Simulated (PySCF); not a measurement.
# C5H11AlSi: electronic excitations

Wanted: the electronic excitations of C5H11AlSi (`C[CH2][AlH][C]#C[SiH2]C`), by calculation.

Programs: PySCF 2.14.0, with density-fitted response routines of our own. Each step states its level of theory. These are calculated values for one molecule in the gas phase, unless marked as measured. Atoms count from 0, in the outputs and in this text.

## 1. Starting geometry

18 atoms, charge 0, multiplicity 1; geometry from: GFN2-xTB.

Bonds of the start (Å): C0–C1 1.54, C1–Al2 2.00, Al2–C3 1.95, C3–C4 1.22, C4–Si5 1.85, Si5–C6 1.90, C0–H7 1.09, C0–H8 1.09, C0–H9 1.09, C1–H10 1.10, C1–H11 1.10, Al2–H12 1.55, Si5–H13 1.47, Si5–H14 1.47, C6–H15 1.09, C6–H16 1.09, C6–H17 1.09.

## 2. Excited states and response: wB97X-D/def2-SVPD

The job: settings as JSON, then the geometry in Å.

```
{"job": {"kind": "uv", "xc": "wB97X-D", "basis": "def2-SVPD", "nstates": 8, "ntriplets": 3}, "charge": 0, "multiplicity": 1}
C     -3.276481     0.285194     0.231467
C     -3.013813    -1.233612     0.221626
Al    -1.407534    -1.633172    -0.909723
C      0.144616    -0.461702    -1.012460
C      1.144558     0.239931    -1.052270
Si     2.676342     1.284940    -1.097085
C      3.898249     0.573027     0.170498
H     -4.060585     0.553506     0.940112
H     -2.371174     0.828834     0.505100
H     -3.578978     0.629166    -0.757644
H     -3.922334    -1.753703    -0.118489
H     -2.877964    -1.559718     1.265232
H     -1.379950    -2.919144    -1.772103
H      3.244410     1.232001    -2.451065
H      2.315609     2.664286    -0.739264
H      4.162176    -0.453328    -0.070496
H      4.816696     1.153043     0.197551
H      3.477396     0.576766     1.172596
```

With the program's defaults for keys left out, this is: TDDFT wB97X-D/def2-SVPD, vertical, gas phase, core orbitals frozen in the response.

Run with:

```
OMP_NUM_THREADS=1 python probes_run.py task.json out
```

One launch serves the whole session: the jobs run in the order shown.

Predict these results of the whole session: lowest singlet (wB97X-D/def2-SVPD); brightest single state of those computed; lowest triplet; surface potential, 1st and 99th percentile.

As calculated:

| quantity | value |
| --- | --- |
| lowest singlet (wB97X-D/def2-SVPD) | 4.68 eV (265 nm), f = 0.001 |
| brightest single state of those computed | state 6, 6.86 eV, f = 0.517 |
| lowest triplet | 4.41 eV |
| surface potential, 1st and 99th percentile | -0.86 V and 2.84 V |

The lowest singlet, at 4.68 eV, is HOMO→LUMO 0.88 and is dark; of the 8 states computed, the strongest absorption comes from state 6 at 6.86 eV. The lowest triplet lies 0.28 eV below the lowest singlet (triplets in Tamm-Dancoff, singlets in full TDDFT).
